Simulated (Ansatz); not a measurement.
# Si2Mo: stress in a strained cell

Si2Mo is deformed so: zz strain of +2 %. What stress and forces result, by LAPW, PAW and all-electron datasets made for the crystal?

Computed with Ansatz 0.2.0 (DFT PBEsol, scalar-relativistic, unless a step's input says otherwise).

### Step 1. The starting structure

The structure is tetragonal, space group I4/mmm (No. 139). Conventional cell: a = 3.200 Å, b = 3.200 Å, c = 7.861 Å, α = 90.00°, β = 90.00°, γ = 90.00°. Si (site symmetry 4mm) is surrounded by 5 Si at 2.61 to 2.63 Å and 5 Mo at 2.62 Å. Mo (site symmetry 4/mmm) has 10 Si at 2.62 Å in its first shell of neighbours.

Coordinates:

```cif
data_structure
_symmetry_space_group_name_H-M 'I4/mmm'
_symmetry_Int_Tables_number 139
_cell_length_a 3.2000
_cell_length_b 3.2000
_cell_length_c 7.8610
_cell_angle_alpha 90.000
_cell_angle_beta 90.000
_cell_angle_gamma 90.000
_cell_volume 80.50
loop_
_atom_site_label
_atom_site_type_symbol
_atom_site_symmetry_multiplicity
_atom_site_Wyckoff_symbol
_atom_site_fract_x
_atom_site_fract_y
_atom_site_fract_z
_atom_site_occupancy
Si1 Si 4 e 0.00000 0.00000 0.33300 1
Mo1 Mo 2 a 0.00000 0.00000 0.00000 1
```

The file gives the conventional cell by its symmetry; the runs use the cell typed in the input.

Atoms are numbered in the order of the input: Si1, Si2, Mo3.

### Step 2. After the deformation

Space group I4/mmm before, I4/mmm after.

### Step 3. All-electron LAPW

The input, input.yaml:

```yaml
crystal:
  lattice:
    - [-1.6, 1.6, 4.00911]
    - [1.6, -1.6, 4.00911]
    - [1.6, 1.6, -4.00911]
  atoms:
    - { symbol: Si, position: [0.333, 0.333, 0.0] }
    - { symbol: Si, position: [0.667, 0.667, 0.0] }
    - { symbol: Mo, position: [0.0, 0.0, 0.0] }
kpoints:
  mp_grid: { grid: [16, 16, 16] }
  band_path:
    path:
      - [0.0, 0.0, 0.0]
      - [0.0, 0.0, 0.5]
      - [0.25, 0.25, 0.25]
      - [0.0, 0.5, 0.0]
      - [0.0, 0.0, 0.0]
      - [0.5, 0.5, -0.5]
      - [0.2898184206, 0.7101815794, -0.2898184206]
      - [-0.2898184206, 0.2898184206, 0.2898184206]
      - [0.0, 0.0, 0.0]
    npoints: 5
scf:
  occupations: { method: fermi_dirac, width: 0.08 }
hamiltonian:
  xc: pbesol
  pseudopotentials: { kind: all_electron, lapw: { basis_error: 0.001 } }
output:
  forces: true
  stress: true
  eigenvalues: true
```

Command:

```sh
$ ansatz run input.yaml --threads 1 --pin off --max-ram 4096MiB --backend cpu --events-out ev --progress --plain --runs-dir out
```

### Step 4. PAW on the default files

The input, input.yaml:

```yaml
crystal:
  lattice:
    - [-1.6, 1.6, 4.00911]
    - [1.6, -1.6, 4.00911]
    - [1.6, 1.6, -4.00911]
  atoms:
    - { symbol: Si, position: [0.333, 0.333, 0.0] }
    - { symbol: Si, position: [0.667, 0.667, 0.0] }
    - { symbol: Mo, position: [0.0, 0.0, 0.0] }
kpoints:
  mp_grid: { grid: [16, 16, 16] }
scf:
  occupations: { method: fermi_dirac, width: 0.08 }
hamiltonian:
  xc: pbesol
  pseudopotentials: { kind: paw }
output:
  forces: true
  stress: true
  eigenvalues: true
  efg: { contact_densities: true }
```

### Step 5. Datasets made for this crystal

Edit input.yaml of step 4 so:

```diff
@@ -15,3 +15,3 @@
   xc: pbesol
-  pseudopotentials: { kind: paw }
+  pseudopotentials: { kind: all_electron, datasets: crystal }
 output:
```

(Steps that only read results are left out.)

Before running it: what results should come out? Wanted: pressure; largest shear or deviatoric stress.

The runs gave:

```
                                 quantity                                              value
                                 pressure  LAPW -6.92, PAW -6.96, crystal datasets -6.92 GPa
largest shear or deviatoric stress (LAPW)                                           5.82 GPa
```

What this shows: The largest part of the stress beyond the pressure is 5.82 GPa in size, in the zz component; the atoms are carried along and not relaxed. No run of the undeformed cell stands beside it, so pressure and stress hold what the given cell had before the change, as far as its symmetry allows. PAW: stress within 0.05 GPa of LAPW, forces within 1 meV/Å. Crystal datasets: stress within 0.01 GPa of LAPW, forces within 1 meV/Å.
